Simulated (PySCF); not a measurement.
# Hf(OH)4: how tightly the ligands are held

Aim: take one ligand of each kind off Hf(OH)4, with both parts rigid, and scan its distance from the metal. It is a constructed species; whether it can be made isn't addressed.

Method: BP86, Hf def2-SVP with ECP60, O def2-SVP, H def2-SVP; scalar-relativistic core potentials, no spin–orbit coupling; program: PySCF 2.14.0.

3 further runs of the same task are left out: 2 for a known fault of the program, 1 that didn't finish.

## 1. Where the work starts

9 atoms, charge 0, spin multiplicity 1.

Bond lengths: Hf1–O2 1.943 Å, Hf1–O4 1.944 Å, Hf1–O6 1.948 Å, Hf1–O8 1.944 Å, O2–H3 0.964 Å, O4–H5 0.964 Å, O6–H7 0.965 Å, O8–H9 0.964 Å. Angles: O2–Hf1–O4 109.4°, O2–Hf1–O6 109.1°, O2–Hf1–O8 109.4°, O4–Hf1–O6 109.6°, O4–Hf1–O8 109.7°, O6–Hf1–O8 109.6°, Hf1–O2–H3 173.2°, Hf1–O4–H5 174.8°, Hf1–O6–H7 163.1°, Hf1–O8–H9 174.8°.

Geometry (Å):

```
Hf   -0.0668    0.0000    0.2387
O     1.6777    0.0000   -0.6160
H     2.5875    0.0000   -0.9344
O    -0.2451    1.5897    1.3432
H    -0.4185    2.3797    1.8677
O    -1.4493    0.0000   -1.1338
H    -1.9075    0.0000   -1.9830
O    -0.2451   -1.5896    1.3433
H    -0.4185   -2.3796    1.8678
```

Formal oxidation states: Hf +4. An earlier session relaxed this geometry at BP86, Hf def2-SVP with ECP60, O def2-SVP, H def2-SVP (singlet, point group Cs).

## 2. OH taken off

The ligand (atoms 2, 3) keeps its formal charge and a closed shell where it can; ligand and rest are solved at the complex's geometry, in vacuum, with the settings of the relaxation.

```csv
part,charge,state,energy (Eh)
complex,0,singlet,-351.435834
ligand,-1,singlet,-75.661587
rest,1,singlet,-275.323463
```

Run time: 1.6 s. Hardware: 2 threads of Arm Neoverse V1, shared host.

## 3. Rigid scan of OH

Atoms 2, 3 move together along the line from atom 1; the distance is to the donor, the donors' midpoint or the ring centre. Each point starts from the density of the one before.

```csv
distance (Å),energy from the relaxed point (eV)
1.64,1.925
1.74,0.722
1.84,0.153
1.94,0.000
2.04,0.112
2.14,0.388
2.34,1.183
2.64,2.504
3.04,4.020
```

It took 67 s on 2 threads of Arm Neoverse V1, shared host.

## 4. Results

| quantity | value |
| --- | --- |
| taking off OH | 12.27 eV |
| stiffness of the OH contact | 26.5 eV/Å² |

Taking off OH as a fragment of charge -1 costs 12.27 eV, much of it the attraction of the two charges. Near 1.94 Å the OH contact has a stiffness of about 26.5 eV/Å², and the energy stands 4.02 eV higher at 3.04 Å. The free anion is solved without diffuse functions, no counterpoise correction is made, and the parts aren't relaxed; each of these makes the binding look larger. The bases are small and lack diffuse functions. Spin–orbit coupling is left out.
